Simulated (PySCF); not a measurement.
# RbO: bond curves at several levels of theory

An exercise on one series of results from a longer session: the logs are not shown, and one member is left open.

Method: Rb def2-SVPD with ECP28, O def2-SVPD, scalar-relativistic core potentials; program: PySCF 2.14.0.

The first run:

The job is set up so:

```yaml
atoms: Rb, O
charge: 0
basis: Rb def2-SVPD with ECP28, O def2-SVPD
Hamiltonian: scalar-relativistic core potentials
basis_functions: 50
electrons_treated: 17
masses_in_u: 84.9118, 15.9949
levels: PBE0, PBE, r²SCAN, BLYP, TPSSh, B2PLYP, HF, MP2, SCS-MP2, CCSD, CCSD(T)
grid: 80 radial by 434 angular points
occupations: held fixed by the projection of orbital angular momentum
dissociation_limit: Rb + O, each in its ground configuration
starting_distance_in_angstrom: 2.660
values_of_2S_to_try: 1, 3
```

Run with:

```sh
OMP_NUM_THREADS=1 python dia.py task.json out
```

Steps of the session up to this table: The job; First curve: PBE0; Other states along the same grid; PBE (GGA); r²SCAN (meta-GGA); BLYP; TPSSh; B2PLYP; UHF (mean field); Adding correlation.

One of the session's tables, all rows but one given; the rest of the session is left out.

Energy (eV) from each level's lowest point:

| R (Å) | UHF | UHF-MP2 | UHF-SCS-MP2 | UHF-CCSD | UHF-CCSD(T) |
| --- | --- | --- | --- | --- | --- |
| 2.159 | 0.665 | 0.665 | 0.677 | n/a | n/a |
| 2.260 | 0.304 | 0.307 | 0.315 | 0.307 | 0.314 |
| 2.360 | 0.103 | 0.107 | 0.111 | 0.106 | 0.110 |
| 2.436 | 0.028 | 0.030 | 0.032 | 0.030 | 0.032 |
| 2.511 | 0.000 | 0.000 | 0.000 | 0.000 | 0.000 |
| 2.586 | ? | ? | ? | ? | ? |
| 2.687 | 0.056 | 0.049 | 0.045 | 0.051 | 0.046 |
| 2.812 | 0.159 | 0.147 | 0.141 | 0.152 | 0.142 |
| 2.963 | 0.318 | 0.301 | 0.293 | 0.308 | 0.294 |
| 3.164 | 0.557 | 0.534 | 0.524 | n/a | n/a |

**Question.** Estimate the row for R (Å) = 2.586.

Worked estimate for «UHF». A straight line through the neighbours (2.511, 0.000) and (2.687, 0.056) gives 0.000 + (0.056 − 0.000) × (2.586 − 2.511) / (2.687 − 2.511) = 0.024; a parabola fitted to 4 rows on both sides gives 0.010.

As computed: UHF: 0.007; UHF-MP2: 0.004; UHF-SCS-MP2: 0.003; UHF-CCSD: 0.005; UHF-CCSD(T): 0.003. In «UHF» the line misses by +0.017 and the parabola by +0.003.
